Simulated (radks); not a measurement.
**As⁺ with its nuclear charge varied continuously**

The task here is to estimate one member of a computed series from the others.

The numbers are computed with radks (a radial shooting solver on a logarithmic mesh, Libxc functionals) version 1 (Dirac Kohn-Sham, PBEsol, spin-unpolarised, spherical densities, finite nucleus; open shells fill j = l - 1/2 first), except any that are marked as measured or tabulated.

## What is computed

```
element            : arsenic (Z = 33)
charge             : +1
electrons          : 32
configuration      : [Ar] 3d10 4s2 4p2
nuclear rms radius : 4.0968 fm
```

Set-up of the first run:

The run's settings:

```text
Z 33
configuration [Ar] 3d10 4s2 4p2
relativity Dirac
functional pbe_sol,pbe_sol
spin unpolarised
j_filling energy
nucleus finite rms 4.0968 fm
c 137.035999084
```

Steps of the session up to this table: Z = 33.

One table of the session follows, with a row left open; its other results are not shown here.

It belongs to the step «Z = 33». Radial moments (bohr):

```
level     <r>  outermost maximum (interpolated)  90 % within  nodes
3s1/2  0.5986                             0.522        0.894      2
3p1/2       ?                                 ?            ?      ?
3p3/2  0.6209                             0.524        0.953      1
3d3/2  0.6749                             0.475         1.13      0
3d5/2  0.6796                             0.477         1.14      0
4s1/2   1.876                              1.60         2.79      3
4p1/2   2.284                              1.88         3.47      2
4p3/2   2.322                              1.91         3.53      2
```

**Question.** Estimate the row for 3p1/2.

The run gave: <r>: 0.6103; outermost maximum (interpolated): 0.515; 90 % within: 0.937; nodes: 1. In the column «<r>» it lies between 3s1/2 (0.5986) and 3p3/2 (0.6209).
